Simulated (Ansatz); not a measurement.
# (110) slab of zincblende SiC, 10.8 Å thick as cut, ended by OH, part 2 of 2

Ansatz 0.2.0, PAW. Earlier steps stand in the parts before.

**3. HSE06 on the final geometry**

in.yaml reads:

```yaml
crystal:
  lattice:
    - [2.178427, -2.178427, 0.000000]
    - [0.000000, 0.000000, 4.356853]
    - [-18.584648, -18.584648, 0.000000]
  atoms:
    - { symbol: Si, position: [0.005471, 0.001576, 0.529403] }
    - { symbol: Si, position: [0.008181, 0.000629, 0.297847] }
    - { symbol: Si, position: [0.003594, 0.998551, 0.646252] }
    - { symbol: Si, position: [0.005516, 0.000565, 0.412451] }
    - { symbol: Si, position: [0.504033, 0.496608, 0.701949] }
    - { symbol: Si, position: [0.505405, 0.501431, 0.470663] }
    - { symbol: Si, position: [0.505466, 0.500465, 0.587734] }
    - { symbol: Si, position: [0.506827, 0.497899, 0.353730] }
    - { symbol: C, position: [0.004793, 0.256133, 0.703484] }
    - { symbol: C, position: [0.005442, 0.251623, 0.470871] }
    - { symbol: C, position: [0.005524, 0.252304, 0.587999] }
    - { symbol: C, position: [0.007065, 0.253174, 0.354563] }
    - { symbol: C, position: [0.504978, 0.753117, 0.645883] }
    - { symbol: C, position: [0.505436, 0.752273, 0.411969] }
    - { symbol: C, position: [0.505472, 0.751683, 0.529274] }
    - { symbol: C, position: [0.507818, 0.758027, 0.296849] }
    - { symbol: O, position: [0.991788, 0.147289, 0.240417] }
    - { symbol: O, position: [0.992005, 0.140003, 0.754932] }
    - { symbol: O, position: [0.460415, 0.653152, 0.759890] }
    - { symbol: O, position: [0.523780, 0.629775, 0.245357] }
    - { symbol: H, position: [0.811799, 0.342155, 0.237868] }
    - { symbol: H, position: [0.187370, 0.954771, 0.758696] }
    - { symbol: H, position: [0.281768, 0.496890, 0.778063] }
    - { symbol: H, position: [0.638289, 0.803870, 0.224873] }
kpoints:
  mp_grid: { grid: [4, 3, 1] }
hamiltonian:
  xc: hse06
scf:
  occupations: { method: fermi_dirac, width: 0.01 }
output:
  forces: true
  eigenvalues: true
  populations: true
  eigenstates: { kpoints: [[0, 0, 0]], e_range: [-4.0, 4.0], localisation: true }
```

On the command line:

```console
$ ansatz run in.yaml --threads 2 --pin off --max-ram 20900MiB --runs-dir r --events-out ev --progress --plain --backend cuda --devices 0, --max-vram 18GiB
```

The log of the run:

```text
Pseudopotentials: kind: paw
Functional definition: HSE06
  parameter a = 0.25
  parameter omega = 0.11/bohr
  exchange = pbe_x - a*pbe_x_sr(omega) + a*exact_x_sr(omega)
  correlation = pbe_c
Crystal: 24 atoms, lattice volume = 352.777 Å³
Basis set: ecut = 420 eV, 6871 PW (Γ), exchange–correlation on 48×60×360 points (8 copies of the dense FFT grid, shifted against one another)
Bands: 70, of which v1, the nominal top of the filled ones, is band 46 counted from 1 (45 counted from 0)
Symmetry: 1 space group operations
Space group: P1 (ITA 1), of the structure as read, at distance tolerance 7.1e-5 Å
k-points: 7 of 12 (time reversal used)
Non-local potential: Si, projectors of the file, l = 0: 2, l = 1: 2, l = 2: 2
Non-local potential: C, projectors of the file, l = 0: 2, l = 1: 2, l = 2: 1
Non-local potential: O, projectors of the file, l = 0: 2, l = 1: 2, l = 2: 1
Non-local potential: H, projectors of the file, l = 0: 2, l = 1: 1
PAW form: soft (Blöchl's): semilocal exchange-correlation on the pseudo side does not see the compensation charge
PAW frozen core: Si, regenerated for the run's functional, and the local potential with it (the file was generated under x = pbe(κ = 0.804, μ = 0.2195149727645171), c = pbe(β = 0.06672455060314922))
PAW frozen core: C, regenerated for the run's functional, and the local potential with it (the file was generated under x = pbe(κ = 0.804, μ = 0.2195149727645171), c = pbe(β = 0.06672455060314922))
PAW frozen core: O, regenerated for the run's functional, and the local potential with it (the file was generated under x = pbe(κ = 0.804, μ = 0.2195149727645171), c = pbe(β = 0.06672455060314922))
PAW one-centre angular grid: Si, 110 points (default); XC on 64 Gauss nodes
PAW one-centre angular grid: C, 110 points (default); XC on 64 Gauss nodes
PAW one-centre angular grid: O, 110 points (default); XC on 96 Gauss nodes
PAW one-centre angular grid: H, 110 points (default); XC on 64 Gauss nodes
Initial density: superposition of atomic densities (neutral atoms: chi_scale 0, normalization atom), corrected by the library's trained network
Initial wavefunctions: pseudopotential atomic-orbital guess
Functional: x = pbe(κ = 0.804, μ = 0.2195149727645171), c = pbe(β = 0.06672455060314922), warm-up for x = pbe(κ = 0.804, μ = 0.2195149727645171) + 0.25 (exact − pbe) at short range (hse, ω = 0.20786987370883472 Å⁻¹), c = pbe(β = 0.06672455060314922); HSE06 as pw.x's `hse` composes it (authors' and Libxc's form: `xc: wpbeh`)
SCF iter   1: F=—  HF=-9428.638413 eV  |F-HF|=—  |Δ(HF+E_count)|=         —  Δρ=4.72e-3  dr2=4.53e-1  ethr=1.77e-3  ⟨swp⟩=12.6  Hψ=2893  notcnv=0
preconditioner: auto → none  [insulator: Δε(μ)=1.377 eV  Ē_g=13.537 eV  σ=0.010 eV  W_gap=1.00  n_scr=58 (ndim 8)  ℏωp=19.0 eV  f_vac=0.381  D(μ)=0.00/eV (n_scr^D=0)]
SCF iter   2: F=—  HF=-9428.818523 eV  |F-HF|=—  |Δ(HF+E_count)|=   1.80e-1  Δρ=9.41e-3  dr2=2.41e0  ethr=4.92e-4  ⟨swp⟩=8.0  Hψ=1755  notcnv=0  defer=18  recentre
SCF iter   3: F=—  HF=-9428.569628 eV  |F-HF|=—  |Δ(HF+E_count)|=   2.49e-1  Δρ=2.35e-3  dr2=7.68e-2  ethr=4.92e-4  ⟨swp⟩=8.4  Hψ=1643  notcnv=0  defer=7
iter 4 solved again at ethr=7.07e-6 eV; its pass at ethr=8.35e-5 eV (dr2=6.50e-3 eV) is discarded
SCF iter   4: F=—  HF=-9428.557945 eV  |F-HF|=—  |Δ(HF+E_count)|=   1.17e-2  Δρ=1.49e-3  dr2=6.46e-3  ethr=7.07e-6  ⟨swp⟩=4.1  Hψ=2373  notcnv=0  defer=4
SCF iter   5: F=—  HF=-9428.558342 eV  |F-HF|=—  |Δ(HF+E_count)|=   3.98e-4  Δρ=7.02e-4  dr2=3.28e-3  ethr=7.02e-6  ⟨swp⟩=9.0  Hψ=1565  notcnv=0  defer=12
SCF iter   6: F=—  HF=-9428.558140 eV  |F-HF|=—  |Δ(HF+E_count)|=   2.02e-4  Δρ=3.05e-4  dr2=1.23e-3  ethr=3.56e-6  ⟨swp⟩=7.7  Hψ=1438  notcnv=0  defer=3
SCF iter   7: F=-9428.557963 eV  HF=-9428.558021 eV  |F-HF|=5.73e-5  |Δ(HF+E_count)|=   1.20e-4  Δρ=1.02e-4  dr2=8.99e-5  ethr=1.34e-6  ⟨swp⟩=8.0  Hψ=1342  notcnv=0  defer=17
SCF 1 stopped early in 7 iterations: F = -9428.557963 eV  dr2 = 8.99e-5
Initial density: handed on by an earlier stage of this run
Initial wavefunctions: those handed on with the density
Functional: x = pbe(κ = 0.804, μ = 0.2195149727645171) + 0.25 (exact − pbe) at short range (hse, ω = 0.20786987370883472 Å⁻¹), c = pbe(β = 0.06672455060314922); HSE06 as pw.x's `hse` composes it (authors' and Libxc's form: `xc: wpbeh`)
Exchange kernel: α = 0.2500, screened, ω = 0.2079 Å⁻¹, Wigner–Seitz truncation, v(0) = 1011.6481 eV·Å³, q-mesh 4×3×1, nearest image of the exchange supercell L = 12.32 Å, pair-density grid 15×24×125, without the augmentation charges, whose exchange is taken in its separable form by FFT convolution over the k-point mesh (sized by the pseudopotential files, 24×30×180 at the most), smooth part of the [...]
Frozen-core exchange: fock
SCF iter   1: F=—  HF=-9432.848989 eV  |F-HF|=—  |Δ(HF+E_count)|=         —  Δρ=5.25e-3  dr2=9.34e-2  ethr=9.77e-7  ⟨swp⟩=18.1  Hψ=3127  notcnv=0
preconditioner: auto → none  [insulator: Δε(μ)=2.070 eV  Ē_g=15.486 eV  σ=0.010 eV  W_gap=1.00  n_scr=58 (ndim 8)  ℏωp=19.0 eV  f_vac=0.381  D(μ)=0.00/eV (n_scr^D=0)]
SCF iter   2: F=—  HF=-9432.824218 eV  |F-HF|=—  |Δ(HF+E_count)|=   2.48e-2  Δρ=2.68e-3  dr2=2.98e-2  ethr=9.77e-7  ⟨swp⟩=7.6  Hψ=2223  notcnv=0  defer=20
SCF iter   3: F=—  HF=-9432.820393 eV  |F-HF|=—  |Δ(HF+E_count)|=   3.82e-3  Δρ=1.27e-3  dr2=1.40e-2  ethr=9.77e-7  ⟨swp⟩=7.3  Hψ=2145  notcnv=0  defer=11
SCF iter   4: F=—  HF=-9432.848493 eV  |F-HF|=—  |Δ(HF+E_count)|=   2.81e-2  Δρ=7.14e-4  dr2=1.92e-3  ethr=9.77e-7  ⟨swp⟩=8.1  Hψ=2191  notcnv=0  defer=11
SCF iter   5: F=—  HF=-9432.848035 eV  |F-HF|=—  |Δ(HF+E_count)|=   4.57e-4  Δρ=1.81e-4  dr2=3.74e-4  ethr=9.77e-7  ⟨swp⟩=6.6  Hψ=1522  notcnv=0
SCF iter   6: F=—  HF=-9432.848695 eV  |F-HF|=—  |Δ(HF+E_count)|=   6.59e-4  Δρ=2.34e-4  dr2=2.62e-4  ethr=3.28e-7  ⟨swp⟩=6.9  Hψ=1574  notcnv=0  defer=3
SCF iter   7: F=—  HF=-9432.848632 eV  |F-HF|=—  |Δ(HF+E_count)|=   6.24e-5  Δρ=6.16e-5  dr2=2.68e-5  ethr=2.79e-7  ⟨swp⟩=5.4  Hψ=1061  notcnv=0  defer=6
SCF iter   8: F=-9432.848625 eV  HF=-9432.848629 eV  |F-HF|=4.28e-6  |Δ(HF+E_count)|=   3.32e-6  Δρ=2.22e-5  dr2=1.06e-5  ethr=2.29e-8  ⟨swp⟩=4.0  Hψ=949  notcnv=0  defer=2
SCF 2 stopped early in 8 iterations: F = -9432.848625 eV  dr2 = 1.06e-5
  Residual-converged pass: ⟨swp⟩=5.0  Hψ=1481  notcnv=0  max |occ|·‖R‖ = 6.0e-6 eV (tolerance 6.7e-6 eV)  dr2=1.06e-5  dr2_onsite=5.20e-8  max |Δocc| = 0.0e0
hybrid outer 1: dexx = +3.398e-2 eV, tail = 5.22e-5 eV
SCF iter   1: F=—  HF=-9432.848453 eV  |F-HF|=—  |Δ(HF+E_count)|=         —  Δρ=3.45e-5  dr2=5.33e-6  ethr=2.84e-7  ⟨swp⟩=10.6  Hψ=1465  notcnv=0
preconditioner: auto → none  [insulator: Δε(μ)=1.991 eV  Ē_g=15.453 eV  σ=0.010 eV  W_gap=1.00  n_scr=58 (ndim 8)  ℏωp=19.0 eV  f_vac=0.382  D(μ)=0.00/eV (n_scr^D=0)]
SCF iter   2: F=—  HF=-9432.848452 eV  |F-HF|=—  |Δ(HF+E_count)|=   8.48e-7  Δρ=1.25e-5  dr2=5.72e-7  ethr=5.18e-9  ⟨swp⟩=3.0  Hψ=1039  notcnv=0
SCF iter   3: F=—  HF=-9432.848453 eV  |F-HF|=—  |Δ(HF+E_count)|=   5.63e-7  Δρ=8.15e-6  dr2=1.74e-7  ethr=5.25e-10  ⟨swp⟩=7.1  Hψ=1377  notcnv=0  defer=15
SCF iter   4: F=—  HF=-9432.848453 eV  |F-HF|=—  |Δ(HF+E_count)|=   3.60e-8  Δρ=3.05e-6  dr2=1.35e-8  ethr=1.75e-10  ⟨swp⟩=5.0  Hψ=935  notcnv=0  defer=10
SCF iter   5: F=-9432.848453 eV  HF=-9432.848453 eV  |F-HF|=3.93e-9  |Δ(HF+E_count)|=  2.60e-10  Δρ=7.81e-7  dr2=6.31e-9  ethr=1.23e-11  ⟨swp⟩=5.0  Hψ=1325  notcnv=0  defer=5
SCF 3 converged in 5 iterations: F = -9432.848453 eV  dr2 = 6.31e-9
  Residual-converged pass: ⟨swp⟩=3.0  Hψ=989  notcnv=0  max |occ|·‖R‖ = 1.5e-6 eV (tolerance 1.5e-6 eV)  dr2=6.36e-9  dr2_onsite=8.83e-11  max |Δocc| = 0.0e0
[... from here the SCF cycle lines were not kept, up to the last twenty ...]
hybrid outer 2: dexx = +7.630e-7 eV, tail = 2.43e-8 eV, Δε = 4.03e-3 eV (about 1.00e-4 eV left of the loop's levels), ΔF = 1.02e-2 eV/Å (tail 1.09e-3)
SCF iter   1: F=—  HF=-9432.848453 eV  |F-HF|=—  |Δ(HF+E_count)|=         —  Δρ=1.71e-6  dr2=1.18e-8  ethr=1.32e-10  ⟨swp⟩=15.0  Hψ=1660  notcnv=0
preconditioner: auto → none  [insulator: Δε(μ)=1.992 eV  Ē_g=15.453 eV  σ=0.010 eV  W_gap=1.00  n_scr=58 (ndim 8)  ℏωp=19.0 eV  f_vac=0.382  D(μ)=0.00/eV (n_scr^D=0)]
SCF iter   2: F=-9432.848453 eV  HF=-9432.848453 eV  |F-HF|=1.29e-9  |Δ(HF+E_count)|=   2.57e-9  Δρ=4.43e-7  dr2=1.50e-9  ethr=1.27e-11  ⟨swp⟩=3.0  Hψ=955  notcnv=0
SCF 4 converged in 2 iterations: F = -9432.848453 eV  dr2 = 1.50e-9
  Residual-converged pass: ⟨swp⟩=3.1  Hψ=1064  notcnv=0  max |occ|·‖R‖ = 1.0e-6 eV (tolerance 1.1e-6 eV)  dr2=1.60e-9  dr2_onsite=2.34e-11  max |Δocc| = 0.0e0
hybrid outer 3: dexx = +7.723e-10 eV, tail = 3.06e-9 eV, Δε = 1.22e-4 eV (about 5.44e-5 eV left of the loop's levels), ΔF = 1.62e-4 eV/Å (tail 2.23e-4)
NSCF: frozen V_eff on 1 k-points
hybrid SCF converged: 3 outer / 15 inner (+7 warm-up), last move |dexx| = 7.72e-10 eV, tail = 3.06e-9 eV
Stability not checked: this state was not tested for a lower state beside it, because the functional holds exact exchange (a hybrid, or Hartree-Fock), whose exchange loop this test does not read (fock_operator; see scf.lower_state_search)
Free energy (F): -9432.848453 eV
Harris-Foulkes:  -9432.848453 eV  (|F-HF|=1.29e-9)
Internal energy: -9432.848453 eV  (E = F + TS)
E sigma→0 (E₀):  -9432.848453 eV
Fermi energy:    3.359638 eV
--- Per-component energies (eV) ---
  E_band       = -525.051696
  E_kinetic    = 1855.997864
  E_local      = -37238.279375  (includes V_loc(G=0)·N_el)
  E_nonlocal   = 601.444238
  E_hartree    = 17954.298640
  E_xc         = -951.641240
  E_vxc        = -1043.528883  (∫ρ·V_xc dr)
  E_exx        = -207.371142  (= α·E_x^exact, valence–valence)
  E_paw        = -5552.909918  (= ΣΔE_a)
  E_vpaw       = -194.542715  (= ΣTr[D̂ρ^β])
  E_aug_tail   = 0.005404  (compensation charges beyond the density's cutoff)
  E_ewald      = 14106.324393
  E_core_change = -0.717316  (= ΣΔE_core)
  E_smearing   = -0.000000  (= −TS)
  E_closure    = 0.000000  (closes the sum)
  Σ components = -9432.848453   (vs F -9432.848453, Δ=1.82e-12)
--- Forces (eV/Å), atoms counted from 1 ---
  atom   1  Si    -0.00332661    -0.00380083    -0.01208846
  atom   2  Si     0.29390255     0.32180418     0.01973074
  atom   3  Si    -0.03822973    -0.04546826    -0.03583680
  atom   4  Si    -0.00165600    -0.00318036    -0.00035463
  atom   5  Si    -0.33335144    -0.27486928    -0.00631421
  atom   6  Si    -0.00011403    -0.00124383    -0.01117572
  atom   7  Si     0.00152045     0.00366042     0.00395965
  atom   8  Si     0.02572930     0.02158590    -0.03660359
  atom   9  C      0.02263519     0.02106423     0.07596432
  atom  10  C     -0.00100911    -0.00038459     0.01049583
  atom  11  C      0.00492903     0.00901685     0.00193202
  atom  12  C      0.00512572     0.00487218     0.01049258
  atom  13  C      0.01096099     0.02234582     0.00651186
  atom  14  C     -0.00637009    -0.01203994     0.00821482
  atom  15  C      0.00231902     0.00320938     0.01346665
  atom  16  C      0.00948397     0.00875151     0.06525674
  atom  17  O     -0.52768262     0.00962459     0.49298559
  atom  18  O      0.44692528    -0.20906776    -0.57093527
  atom  19  O     -0.24665855     0.29003370    -0.70924540
  atom  20  O      0.29528058    -0.08617079     0.75293390
  atom  21  H      0.30553516    -0.30959191    -0.66971223
  atom  22  H     -0.32463968     0.36342995     0.67237867
  atom  23  H      0.53185036    -0.10404932     0.55875907
  atom  24  H     -0.47316740    -0.02962250    -0.64080451
  max |Σ_I F_I| component: 9.07e-5 eV/Å
--- Band table (eV; the first three rows and the last of 7) ---
  k-point 0: bands = ["-21.1587", "-20.8828", "-19.0662", "-18.8193", "-15.1204", "-14.5103", "-13.5085", "-12.2448", "-11.0001", "-10.1671", "-9.8923", "-9.8636", "-7.6449", "-6.9562", "-6.6457", "-6.3600", "-5.9196", "-5.4279", "-5.1273", "-4.9009", "-4.1748", "-3.8938", "-3.5363", "-3.3337", "-2.9499", "-2.7927", "-2.6006", "-2.2736", "-1.8041", "-1.6608", "-1.2095", "-1.1452", "-0.9572", "-0.6285", "-0.5441", "-0.3306", "-0.0479", "0.2666", "0.4972", "0.6879", "1.1416", "1.2338", "1.4809", "1.5737", "2.1417", "2.3636", "4.3557", "5.3744", "6.4305", "6.8139", "7.0020", "7.7119", "8.2738", "8.3605", "8.7802", "9.2260", "9.3002", "9.7155", "9.8152", "9.9008", "10.2970", "10.3574", "10.4121", "10.5604", "10.6187", "10.8352", "11.1871", "11.3753", "11.4274", "11.6693"]
  k-point 1: bands = ["-20.9138", "-20.5041", "-19.5851", "-19.2135", "-14.3475", "-13.7682", "-12.8391", "-12.1591", "-11.7738", "-11.7091", "-10.9934", "-10.8637", "-7.2846", "-7.1077", "-6.7809", "-6.3936", "-6.0237", "-5.4832", "-5.0196", "-4.6346", "-4.0528", "-3.7521", "-3.3641", "-2.7388", "-2.4788", "-2.4077", "-1.8587", "-1.6148", "-1.4910", "-1.2346", "-1.0546", "-0.9256", "-0.7396", "-0.6171", "-0.5155", "-0.2029", "-0.0291", "0.1678", "0.4184", "0.5577", "0.6094", "0.6303", "1.0780", "1.2284", "1.9717", "2.1446", "5.6136", "6.4954", "7.3542", "7.7387", "7.8286", "8.2999", "8.6892", "8.7466", "8.8600", "8.9292", "9.1253", "9.3228", "10.0859", "10.2045", "10.2631", "10.3834", "10.5533", "10.6815", "10.7133", "10.7462", "10.7654", "11.4802", "11.5140", "11.5993"]
  k-point 2: bands = ["-20.9095", "-20.5841", "-19.1586", "-18.8770", "-14.2517", "-13.6622", "-12.6962", "-11.4970", "-10.3780", "-9.8392", "-9.7510", "-9.6895", "-7.3195", "-6.7632", "-6.2795", "-6.1395", "-5.9196", "-5.3617", "-5.0610", "-5.0212", "-4.6009", "-4.2239", "-4.1271", "-3.8040", "-3.5581", "-3.2308", "-3.0967", "-2.9551", "-2.6107", "-2.3799", "-2.1457", "-1.9705", "-1.8030", "-1.5754", "-1.4728", "-1.3636", "-1.0994", "-1.0378", "-0.8287", "-0.6037", "-0.1789", "0.2666", "0.4748", "0.6011", "0.8982", "1.2000", "6.0421", "6.3935", "6.4462", "7.1095", "7.4431", "7.4574", "8.5991", "8.9114", "9.0398", "9.1193", "9.1922", "9.4678", "9.9991", "10.0693", "10.3589", "10.3933", "10.5974", "11.0696", "11.2414", "11.6282", "11.8898", "12.3367", "12.4922", "12.6057"]
  k-point 6: bands = ["-20.5404", "-19.9670", "-19.5536", "-19.0354", "-11.4927", "-11.4867", "-11.0427", "-11.0110", "-10.3599", "-10.3069", "-9.7511", "-9.7181", "-7.5833", "-7.3775", "-7.1347", "-6.9677", "-6.8626", "-6.5736", "-6.4574", "-6.3260", "-6.0179", "-5.9411", "-5.0466", "-4.8692", "-3.9154", "-3.7520", "-3.5296", "-3.3688", "-2.9438", "-2.7125", "-2.5149", "-2.1685", "-1.9463", "-1.6248", "-1.3999", "-1.3657", "-1.0485", "-0.9260", "-0.5940", "-0.4364", "-0.2921", "-0.2087", "0.1458", "0.2882", "0.4407", "0.9053", "6.6959", "6.7171", "7.0602", "7.1093", "7.9732", "8.0175", "8.6929", "8.8383", "9.4238", "9.5455", "10.1263", "10.3457", "10.5934", "10.6459", "10.7972", "10.9741", "11.5315", "11.7150", "11.9189", "12.0993", "12.2753", "12.3341", "12.7146", "12.8420"]
--- Löwdin populations: 24 sites ---
  site symbol       q [e]
     0     Si      2.9125
     1     Si      2.7047
     2     Si      2.9248
     3     Si      2.9042
     4     Si      2.7004
     5     Si      2.9129
     6     Si      2.9043
     7     Si      2.9112
     8      C      4.5754
     9      C      5.0077
    10      C      5.0087
    11      C      5.0456
    12      C      5.0401
    13      C      5.0069
    14      C      5.0064
    15      C      4.5822
    16      O      6.7523
    17      O      6.5216
    18      O      6.7089
    19      O      6.4749
    20      H      0.6094
    21      H      0.6143
    22      H      0.5828
    23      H      0.5902
  spilling = 0.010844 (of n_electrons = 92.000000)
```

Wall time 17 s (1 × NVIDIA H100 80GB HBM3 with 2 threads of AMD EPYC 7R13, shared host); peak host memory 2 GiB.

Top filled level 2.364 eV, lowest empty level 4.356 eV: 1.99 eV apart at a 4×3×1 mesh.

On these atoms HSE06 leaves forces up to 0.83 eV/Å (on H22), as they were relaxed at another level of theory (and may have been on other k points).

Planar mean of the electrostatic potential energy along c, from the vacuum level:

```csv
z (Å),v (eV)
0.00,0.00
0.44,0.00
0.88,0.00
1.31,-0.01
1.75,-0.01
2.19,-0.01
2.63,-0.01
3.07,-0.02
3.50,-0.02
3.94,-0.02
4.38,-0.04
4.82,-0.12
5.26,-0.56
5.69,-3.34
6.13,-11.28
6.72,-9.44
7.15,-7.72
7.59,-16.17
8.03,-16.42
8.47,-10.12
8.91,-13.80
9.34,-18.26
9.78,-12.27
10.22,-10.20
10.66,-17.23
11.10,-16.01
11.54,-9.51
11.97,-13.69
12.41,-18.27
12.85,-12.27
13.29,-10.06
13.73,-17.09
14.16,-16.22
14.60,-9.56
15.04,-13.46
15.48,-18.28
15.92,-12.50
16.35,-10.06
16.79,-17.06
17.23,-16.32
17.67,-9.99
18.11,-14.14
18.54,-17.77
18.98,-10.45
19.42,-7.87
20.00,-12.03
20.44,-5.91
20.88,-0.95
21.32,-0.15
21.76,-0.01
22.19,0.02
22.63,0.02
23.07,0.02
23.51,0.01
23.95,0.01
24.38,0.01
24.82,0.01
25.26,0.01
25.70,0.00
26.14,0.00
```

The top filled level lies 6.17 eV and the lowest empty level 4.18 eV below the vacuum level.

**4. What came out**

This closing draws on all 2 parts.

```
             level        time  k points  top filled to lowest empty (eV)  top filled below vacuum (eV)
PBEsol, relaxation  26 s (GPU)     6×4×1                             0.88                          5.25
             HSE06  17 s (GPU)     4×3×1                             1.99                          6.17
```

```
     quantity                                           value
   relaxation               10 recorded steps, 5.92 eV gained
largest shift                                    0.99 Å (H24)
   mean bonds  C–O 1.455, C–Si 1.878, H–O 1.005, O–Si 1.657 Å
```

The relaxation lowers the energy by 5.92 eV; the largest shift is 0.99 Å (H24). The relaxation ran on other k points, so part of any difference from the later rows can come from the mesh.
